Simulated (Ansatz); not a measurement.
# RPA@PBE/STO-3G run of InHF (SMILES [F][InH])

What is the electronic atomisation energy of InHF at RPA@PBE/STO-3G? 

The calculation is run with Ansatz 0.2.0.

65 further runs of the same task are left out: 9 that didn't finish, 56 set aside as unsound or not needed.

## Step 1: The system as given

InHF: 3 atoms, total charge 0, spin state doublet. SMILES: `[F][InH]`. The coordinates come from a PBE0-D4/def2-TZVP relaxation.

Bond lengths: F1–In2 1.970 Å, In2–H3 1.779 Å. Angles: F1–In2–H3 113.8°.

## Step 2: A single-point energy at RPA@PBE/STO-3G

The input, run.yaml:

```yaml
basis:
  gaussian: {orbitals: STO-3G}
crystal:
  periodic: [false, false, false]
  atoms:
    - symbol: F
      position_ang: [1.088400, 0.989500, 0.694300]
    - symbol: In
      position_ang: [-0.522500, 0.355100, -0.244800]
    - symbol: H
      position_ang: [-0.576900, -1.409400, -0.462800]
magnetization: {spin_polarized: true, initial_magnetization: 1}
hamiltonian: {xc: {name: PBE}}
correlation: {method: rpa, frozen_orbitals: {F: 1, H: 0, In: 18}}
accuracy: high
```

Command:

```console
$ ansatz run run.yaml --threads 1 --pin off --max-ram 2610MiB --events-out events.jsonl --progress --plain --runs-dir runs
```

The program printed:

```text
Warning: RAYON_NUM_THREADS=1 ignored (pool sized by the plan → 1); use --threads N
Functional definition: PBE
  name "PBE"
  parameter kappa = 0.804
  parameter beta = 0.06672455060314922
  exchange = pbe_x(kappa = kappa, mu = beta*pi^2/3)
  correlation = pbe_c(beta = beta)
590 factors; integrals over basis functions are off by at most 4.0e-9 eV
mean field evaluation 1: about -157360.7626 eV, gradient 2.1e1 eV
mean field evaluation 2: about -157360.7325 eV, gradient 2.1e1 eV
mean field evaluation 4: about -157364.5078 eV, gradient 1.2e1 eV
mean field evaluation 8: about -157365.9675 eV, gradient 1.2e-2 eV
mean field evaluation 16: about -157365.9646 eV, gradient 5.9e-6 eV
mean field -157365.96458451 eV, -5783.0925319989 hartree, gradient 3.8e-8 eV, S^2 0.752020; 1 other end points of the search recorded, 0 dependent functions left out
19 core orbitals not correlated: weight in the atoms' cores, before any rotation towards them, 1.000 or more for the frozen orbitals, at most 0.000 for the correlated occupied ones
reference -157319.36610282 eV, -5781.3800693825 hartree; 11, 10 occupied and 3, 4 virtual orbitals, 590 factors
Total energy: -157323.54984938 eV, -5781.5338192326 hartree
```

Run time: 2.7 s. Hardware: 1 thread of Arm Neoverse V2, shared host; peak memory 0.14 GiB.

## Step 3: The F atom at the same level

The input, job.yaml:

```yaml
crystal:
  periodic: [false, false, false]
  atoms:
    - {symbol: F, position_ang: [0.000000, 0.000000, 0.000000]}
basis:
  gaussian:
    orbitals: STO-3G
magnetization:
  spin_polarized: true
  initial_magnetization: 1
correlation:
  method: rpa
  frozen_orbitals: {F: 1}
hamiltonian:
  xc: pbe
accuracy: high
```

Run the same way, it converges to -98.01752 Eh (log not shown).

## Step 4: The H atom, same level

The input, input.yaml:

```yaml
crystal:
  periodic: [false, false, false]
  atoms:
    - {symbol: H, position_ang: [0.000000, 0.000000, 0.000000]}
basis:
  gaussian: {orbitals: STO-3G}
correlation: {method: rpa, frozen_orbitals: {H: 0}}
hamiltonian: {xc: {name: PBE}}
accuracy: high
magnetization: {spin_polarized: true, initial_magnetization: 1}
```

Run the same way, it converges to -0.46658 Eh (log not shown).

## Step 5: The In atom at the same level

The input, in.yaml:

```yaml
crystal:
  periodic: [false, false, false]
  atoms:
    - {symbol: In, position_ang: [0.000000, 0.000000, 0.000000]}
basis:
  gaussian: {orbitals: STO-3G}
magnetization: {spin_polarized: true, initial_magnetization: 1}
hamiltonian: {xc: {name: PBE}}
correlation: {method: rpa, frozen_orbitals: {In: 18}}
accuracy: high
```

Run the same way, it converges to -5682.83781 Eh (log not shown).

## Step 6: Results

At RPA@PBE/STO-3G, 19 core orbitals frozen:

| quantity | value |
| --- | --- |
| molecule: total energy | -5781.53382 Eh |
| molecule: RPA correlation energy (valence) | -153.7 mEh |
| molecule: ⟨S²⟩ of the reference determinant | 0.752 |
| F atom: total energy | -98.01752 Eh |
| F atom: RPA correlation energy (valence) | -31.0 mEh |
| F atom: ⟨S²⟩ of the reference determinant | 0.750 |
| H atom: total energy | -0.46658 Eh |
| H atom: RPA correlation energy | 0.0 mEh |
| H atom: ⟨S²⟩ of the reference determinant | 0.750 |
| In atom: total energy | -5682.83781 Eh |
| In atom: RPA correlation energy (valence) | -63.2 mEh |
| In atom: ⟨S²⟩ of the reference determinant | 0.750 |
| electronic atomisation energy | 5.766 eV |

In words: Taking the molecule apart into free atoms costs 5.77 eV (556 kJ/mol), before zero-point energy and without spin-orbit coupling. In a minimal basis such a difference can be off by several eV, whatever the method. Relativity is left out (molecule) although the molecule holds a heavy atom. Relativity is left out (In atom) although the molecule holds a heavy atom.
